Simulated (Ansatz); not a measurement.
**Hg: pressure up to the limit of the methods**

The task here is to estimate one member of a computed series from the others.

Computed with Ansatz 0.2.0 (DFT PBEsol, with the methods named in each step, unless a step's input says otherwise).

1 further run of the same task is left out (it didn't finish). Runs told in other sessions of the task aren't counted.

**Starting point**

It takes space group Im-3m (No. 229, cubic). The conventional cell has a = 3.629 Å, b = 3.629 Å, c = 3.629 Å, α = 90.00°, β = 90.00°, γ = 90.00°. Hg (site symmetry m-3m) is surrounded by 8 Hg at 3.14 Å.

Structure file:

```cif
data_structure
_symmetry_space_group_name_H-M 'Im-3m'
_symmetry_Int_Tables_number 229
_cell_length_a 3.6288
_cell_length_b 3.6288
_cell_length_c 3.6288
_cell_angle_alpha 90.000
_cell_angle_beta 90.000
_cell_angle_gamma 90.000
_cell_volume 47.78
loop_
_atom_site_label
_atom_site_type_symbol
_atom_site_symmetry_multiplicity
_atom_site_Wyckoff_symbol
_atom_site_fract_x
_atom_site_fract_y
_atom_site_fract_z
_atom_site_occupancy
Hg1 Hg 2 a 0.00000 0.00000 0.00000 1
```

The file gives the conventional cell by its symmetry; the runs use the cell typed in the input.

Whether this phase is the stable one at these pressures isn't tested.

The first run:

The input, input.yaml:

```yaml
crystal:
  lattice:
    - [-1.8143908132, 1.8143908132, 1.8143908132]
    - [1.8143908132, -1.8143908132, 1.8143908132]
    - [1.8143908132, 1.8143908132, -1.8143908132]
  atoms:
    - { symbol: Hg, position: [0.0, 0.0, 0.0] }
kpoints:
  mp_grid: { grid: [15, 15, 15] }
scf:
  occupations: { method: fermi_dirac, width: 0.08 }
hamiltonian:
  xc: pbesol
  pseudopotentials: { kind: paw }
output:
  forces: true
  stress: true
  write_density: true
  write_potential: true
  elf: true
  volumetric_format: npy
relax:
  f_tol: 0.005
  max_steps: 40
  cell: {}
```

Run with:

```bash
$ ansatz run input.yaml --threads 1 --pin off --max-ram 2048MiB --backend cpu --events-out ev --progress --plain --runs-dir out
```

Among the steps run: Cell relaxed at zero pressure, PAW; Volume scaled by 1, PAW; Volume scaled by 0.92, PAW; Volume scaled by 0.92, PAW (source ansatz); Volume scaled by 0.84, PAW; Volume scaled by 0.76, PAW; Volume scaled by 0.68, PAW; Volume scaled by 0.6, PAW; Volume scaled by 0.52, PAW; Volume scaled by 0.45, PAW; Volume scaled by 0.45, PAW (source ansatz).

One table of the session follows, with a row left open; its other results are not shown here.

```
             method  volume over the first  volume (Å³/atom)  pressure (GPa)
                PAW                      1            23.892           -0.04
                PAW                   0.92            21.981            3.98
                PAW                   0.84                 ?               ?
                PAW                   0.76            18.158           26.26
                PAW                   0.68            16.247           52.74
                PAW                    0.6            14.335          104.12
                PAW                   0.52            12.424          206.33
                PAW                   0.45            10.751          382.89
PAW (source ansatz)                   0.92            21.981            4.02
PAW (source ansatz)                   0.45            10.751          383.59
```

Q: Estimate the row for PAW, 0.84 from the others.

As computed: volume (Å³/atom): 20.069; pressure (GPa): 11.73. In the column «volume (Å³/atom)» it lies between PAW, 0.76 (18.158) and PAW, 0.92 (21.981).

Limits of these values: At pressures up to 384 GPa the PAW spheres may overlap and frozen cores may not hold, so those PAW values are rough without an all-electron check.
